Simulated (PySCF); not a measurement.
# C6H9NS: the cost of one run

Computed with PySCF 2.14.0, with density-fitted response routines of our own, on a single molecule, in the gas phase or a continuum. Atoms are numbered from 0 throughout.

## (1) Starting geometry

17 atoms, charge 0, multiplicity 1; geometry from: GFN2-xTB.

Bonds of the start (Å): C0–C1 1.53, C1–C2 1.53, C1–C3 1.50, C3–C4 1.36, C4–S5 1.72, S5–C6 1.74, C6–N7 1.28, N7–C3 1.36, C0–H8 1.09, C0–H9 1.09, C0–H10 1.09, C1–H11 1.10, C2–H12 1.09, C2–H13 1.09, C2–H14 1.09, C4–H15 1.07, C6–H16 1.07.

## (2) Optimising the geometry at PBE0-D3(BJ)/def2-SVP

What the job is given:

```
{"job": {"xc": "PBE0", "basis": "def2-SVP", "d3": "d3bj", "grid": 1, "kind": "geom"}, "charge": 0, "multiplicity": 1}
C     -1.625682     0.186414     1.125017
C     -0.817201     0.185347    -0.173307
C     -1.015356    -1.127895    -0.931706
C      0.636081     0.366586     0.142457
C      1.429860     1.390998    -0.274783
S      3.034880     1.206942     0.318576
C      2.507412    -0.255561     1.093935
N      1.276611    -0.550996     0.917305
H     -2.681806     0.041234     0.910666
H     -1.281904    -0.617193     1.771109
H     -1.503929     1.131063     1.650909
H     -1.140776     1.021032    -0.803218
H     -0.459792    -1.117099    -1.867010
H     -0.658810    -1.957427    -0.326627
H     -2.069107    -1.277679    -1.154430
H      1.171142     2.230478    -0.887221
H      3.191380    -0.844214     1.671698
```

On the command line:

```sh
$ OMP_NUM_THREADS=1 python probes_run.py task.json out
```

One launch serves the whole session: the jobs run in the order shown.

**Question.** How long does this first job take on 1 thread of Arm Neoverse V1, shared host, and how much memory does it need?

About 81 s, with a peak of 0.66 GiB.
